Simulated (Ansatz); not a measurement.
# Ti3Se (P-6m2) in Ansatz: further runs

Runs on Ti3Se. Level: PBE. Tasks: band structure, single point, equation of state.

All numbers are computed with Ansatz 0.2.0; they aren't measurements. Logs are shortened: lines on timing, memory, paths and dates and some standing lists are left out, and cuts for length are marked.

**1. Starting point**

It takes space group P-6m2 (No. 187, hexagonal). The conventional cell has a = 3.197 Å, b = 3.197 Å, c = 7.943 Å, α = 90.00°, β = 90.00°, γ = 120.00°. Se (site symmetry -6m2) is surrounded by 6 Ti at 2.58 Å. Ti (site symmetry -6m2) has 12 Ti at 2.85 to 3.20 Å as nearest neighbours. Ti (site symmetry 3m) has 3 Se at 2.58 Å and 3 Ti at 2.85 Å as nearest neighbours.

The cell comes from a database or a generator and needn't be the stable form of this composition.

**2. Band structure, PBE**

input.yaml

```yaml
crystal:
  lattice:
    - [3.1974455988, 0.0, 0.0]
    - [-1.5987227994, 2.7690691158, 0.0]
    - [0.0, 0.0, 7.942745]
  atoms:
    - { symbol: Se, position: [0.0, 0.0, 0.0] }
    - { symbol: Ti, position: [0.6666666667, 0.3333333333, 0.5] }
    - { symbol: Ti, position: [0.3333333333, 0.6666666667, 0.772902] }
    - { symbol: Ti, position: [0.3333333333, 0.6666666667, 0.227098] }
hamiltonian:
  xc: pbe
  pseudopotentials: { kind: paw }
kpoints:
  mp_grid: { grid: [10, 10, 4] }
  band_path:
    path:
      - [[0.0, 0.0, 0.0], [0.5, 0.0, 0.0], [0.3333333333, 0.3333333333, 0.0], [0.0, 0.0, 0.0], [0.0, 0.0, 0.5], [0.5, 0.0, 0.5], [0.3333333333, 0.3333333333, 0.5], [0.0, 0.0, 0.5]]
      - [[0.5, 0.0, 0.5], [0.5, 0.0, 0.0]]
      - [[0.3333333333, 0.3333333333, 0.0], [0.3333333333, 0.3333333333, 0.5]]
    npoints: 14
scf:
  occupations: { method: fermi_dirac, width: 0.05 }
  n_extra_bands: 10
output:
  forces: true
  stress: true
  eigenvalues: true
  fatbands: false
```

Potentials or basis: Ansatz PAW.

On the command line:

```bash
> ansatz run input.yaml --threads 2 --pin off --max-ram 5632MiB --backend cpu --events-out ev --progress --plain --runs-dir out
```

Output:

```text
Warning: RAYON_NUM_THREADS=2 ignored (pool sized by the plan → 2); use --threads N
scf.n_extra_bands = 10 over 26 filled bands (N_el = 52.0): the run solves 36 bands
Engine: ansatz 0.2.0, x86_64-unknown-linux-gnu
Pseudopotentials: kind: paw
Pseudopotential: Se, paw, valence charge 16, recommended cutoff 420 eV (normal), Se.paw.azcp
Pseudopotential: Ti, paw, valence charge 12, recommended cutoff 420 eV (normal), Ti.paw.azcp
Functional definition: PBE
  parameter kappa = 0.804
  parameter beta = 0.06672455060314922
  exchange = pbe_x(kappa = kappa, mu = beta*pi^2/3)
  correlation = pbe_c(beta = beta)
Crystal: 4 atoms, lattice volume = 70.325 Å³
Basis set: ecut = 420 eV, 1371 PW (Γ), exchange–correlation on 48×48×108 points (8 copies of the dense FFT grid, shifted against one another)
Bands: 36, of which v1, the nominal top of the filled ones, is band 26 counted from 1 (25 counted from 0)
Symmetry: 12 space group operations
Space group: P-6m2 (ITA 187), of the structure as read, at distance tolerance 4.1e-5 Å
k-points: 42 of 400 (time reversal used)
Non-local potential: Se, projectors of the file, l = 0: 2, l = 1: 2, l = 2: 3, l = 3: 1
Non-local potential: Ti, projectors of the file, l = 0: 3, l = 1: 2, l = 2: 3, l = 3: 1
PAW form: soft (Blöchl's): semilocal exchange-correlation on the pseudo side does not see the compensation charge
PAW one-centre angular grid: Se, 590 points (default); XC on 64 Gauss nodes
PAW one-centre angular grid: Ti, 590 points (default); XC on 64 Gauss nodes
Initial density: superposition of atomic densities (neutral atoms: chi_scale 0, normalization atom), corrected by the library's trained network
Initial wavefunctions: pseudopotential atomic-orbital guess
Functional: x = pbe(κ = 0.804, μ = 0.2195149727645171), c = pbe(β = 0.06672455060314922)
SCF iter   1: F=—  HF=-12969.982695 eV  |F-HF|=—  |Δ(HF+E_count)|=         —  Δρ=9.85e-3  dr2=6.55e-2  ethr=1.77e-3  ⟨swp⟩=5.3  Hψ=5217  notcnv=0
preconditioner: auto → Kerker (q_TF=auto, 2.594 Å⁻¹)  [metal: Δε(μ)=0.045 eV  Ē_g=5.670 eV  σ=0.050 eV  W_gap=0.22  n_scr=24 (ndim 8)  ℏωp=18.8 eV  f_vac=0.000  D(μ)=2.70/eV (n_scr^D=24)]
SCF iter   2: F=—  HF=-12969.972458 eV  |F-HF|=—  |Δ(HF+E_count)|=   1.02e-2  Δρ=4.89e-3  dr2=1.74e-2  ethr=1.26e-4  ⟨swp⟩=2.0  Hψ=2172  notcnv=0  defer=52
SCF iter   3: F=—  HF=-12969.970188 eV  |F-HF|=—  |Δ(HF+E_count)|=   2.27e-3  Δρ=1.10e-3  dr2=1.09e-3  ethr=3.34e-5  ⟨swp⟩=2.0  Hψ=1844  notcnv=0  defer=52
SCF iter   4: F=—  HF=-12969.970079 eV  |F-HF|=—  |Δ(HF+E_count)|=   1.09e-4  Δρ=3.50e-4  dr2=8.42e-5  ethr=2.09e-6  ⟨swp⟩=2.1  Hψ=2396  notcnv=0  defer=52
SCF iter   5: F=—  HF=-12969.970037 eV  |F-HF|=—  |Δ(HF+E_count)|=   4.16e-5  Δρ=1.40e-4  dr2=1.28e-5  ethr=1.62e-7  ⟨swp⟩=2.0  Hψ=2374  notcnv=0  defer=52
SCF iter   6: F=—  HF=-12969.970036 eV  |F-HF|=—  |Δ(HF+E_count)|=   8.02e-7  Δρ=3.07e-5  dr2=6.58e-7  ethr=2.47e-8  ⟨swp⟩=2.0  Hψ=1677  notcnv=0  defer=52
SCF iter   7: F=-12969.970036 eV  HF=-12969.970036 eV  |F-HF|=6.77e-9  |Δ(HF+E_count)|=   6.21e-8  Δρ=6.93e-6  dr2=3.31e-8  ethr=1.92e-10  ⟨swp⟩=7.1  Hψ=6232  notcnv=0
SCF 1 converged in 7 iterations: F = -12969.970036 eV  dr2 = 3.31e-8
NSCF: frozen V_eff on 129 k-points
SCF converged after 7 iterations
Free energy (F): -12969.970036 eV
Harris-Foulkes:  -12969.970036 eV  (|F-HF|=6.77e-9)
Internal energy: -12969.946349 eV  (E = F + TS)
E sigma→0 (E₀):  -12969.958193 eV
Entropy (-TS):   -0.023687 eV (-5.922 meV/atom)
Fermi energy:    13.408071 eV
--- Per-component energies (eV) ---
  E_band       = -795.409778
  E_kinetic    = 936.531551
  E_local      = -4864.717435  (includes V_loc(G=0)·N_el)
  E_nonlocal   = -571.813695
  E_hartree    = 2231.494492
  E_xc         = -398.002611
  E_vxc        = -465.995692  (∫ρ·V_xc dr)
  E_paw        = -5053.493474  (= ΣΔE_a)
  E_vpaw       = -292.402576  (= ΣTr[D̂ρ^β])
  E_aug_tail   = -0.000248  (compensation charges beyond the density's cutoff)
  E_ewald      = -5249.944928
  E_smearing   = -0.023687  (= −TS)
  E_closure    = -0.000000  (closes the sum)
  Σ components = -12969.970036   (vs F -12969.970036, Δ=0.00e0)
--- Forces (eV/Å), atoms counted from 1 ---
  atom   1  Se     0.00000000    -0.00000000     0.00000000
  atom   2  Ti     0.00000000    -0.00000000     0.00000000
  atom   3  Ti     0.00000000     0.00000000    -0.02106471
  atom   4  Ti     0.00000000     0.00000000     0.02106471
  max |Σ_I F_I| component: 4.63e-17 eV/Å
--- Stress (GPa, compression-positive) ---
        0.078179       0.000000       0.000000
        0.000000       0.078179       0.000000
        0.000000       0.000000       0.257666
  P = ⅓ Tr σ = 0.1380 GPa (1.380 kbar)
--- Band table (eV; the first three rows and the last of 42) ---
  k-point 0: bands = ["-43.6092", "-43.5904", "-43.4258", "-35.0548", "-35.0548", "-35.0517", "-35.0460", "-35.0460", "-20.0934", "-20.0013", "-19.7216", "-19.7216", "-19.6993", "-19.6993", "-19.5648", "-19.5536", "-19.5536", "-2.1068", "6.8847", "8.6588", "11.1934", "12.0674", "12.0674", "13.2349", "13.5625", "13.5625", "13.7121", "13.7121", "14.3272", "14.4691", "14.8135", "14.8135", "15.0802", "15.0802", "16.0261", "16.0261"]
  k-point 1: bands = ["-43.6084", "-43.5913", "-43.4257", "-35.0548", "-35.0548", "-35.0517", "-35.0460", "-35.0460", "-20.1106", "-19.9789", "-19.7206", "-19.7206", "-19.7005", "-19.7005", "-19.5701", "-19.5534", "-19.5534", "-2.1049", "6.7236", "9.0697", "11.0243", "12.0277", "12.0277", "12.9737", "13.7416", "13.7416", "13.7577", "13.7577", "14.1074", "14.6103", "14.6103", "14.7176", "15.1172", "15.1172", "15.7027", "15.7027"]
  k-point 2: bands = ["-43.6075", "-43.5923", "-43.4256", "-35.0548", "-35.0548", "-35.0517", "-35.0460", "-35.0460", "-20.1235", "-19.9606", "-19.7193", "-19.7193", "-19.7019", "-19.7019", "-19.5756", "-19.5532", "-19.5532", "-2.1030", "6.5957", "9.5831", "10.6996", "11.9919", "11.9919", "12.7670", "13.8038", "13.8038", "13.9734", "14.0092", "14.0092", "14.4173", "14.4173", "14.8613", "14.9510", "14.9510", "15.6145", "15.6145"]
  k-point 41: bands = ["-43.5633", "-43.5623", "-43.4152", "-35.0567", "-35.0560", "-35.0484", "-35.0432", "-35.0415", "-20.0136", "-19.9659", "-19.9393", "-19.9052", "-19.8483", "-19.8385", "-19.6551", "-19.6182", "-19.5707", "-0.0308", "7.2389", "8.1047", "8.7478", "11.9215", "12.0344", "12.2388", "12.4022", "13.2202", "13.3224", "13.4292", "14.6714", "15.0868", "15.6444", "15.8495", "15.9622", "16.1821", "16.4794", "16.7746"]
```

Run time: 17 s. Hardware: 2 threads of Intel Xeon at 2.50GHz (Skylake/Cascade Lake), shared host; peak memory 0.46 GiB.

Results:

- Free energy: -12969.9700 eV
- Pressure: 0.1 GPa
- Largest force: 0.021 eV/Å
- Band gap on the k mesh: none (metal or under the smearing width)

Forces in eV/Å, atoms in the order of the input:
```
Se   0.000  0.000  0.000
Ti   0.000  0.000  0.000
Ti   0.000  0.000 -0.021
Ti   0.000  0.000  0.021
```

Levels at the corners of the path, in eV from the Fermi level:
```tsv
point	band 24	band 25	band 26	band 27	band 28	band 29
Γ	-0.17	0.15	0.15	0.30	0.30	0.92
M	-1.57	-0.67	-0.46	0.20	0.81	0.83
K	-1.32	-0.78	-0.30	-0.28	0.10	1.60
Γ	-0.17	0.15	0.15	0.30	0.30	0.92
A	-0.64	0.40	0.40	0.57	0.60	0.60
L	-1.51	-0.91	-0.87	0.59	0.85	1.00
H	-1.21	-1.05	-0.15	-0.15	-0.01	1.32
A	-0.64	0.40	0.40	0.57	0.60	0.60
L	-1.51	-0.91	-0.87	0.59	0.85	1.00
M	-1.57	-0.67	-0.46	0.20	0.81	0.83
K	-1.32	-0.78	-0.30	-0.28	0.10	1.60
H	-1.21	-1.05	-0.15	-0.15	-0.01	1.32
```

(Part 1 of 2 ends here.)
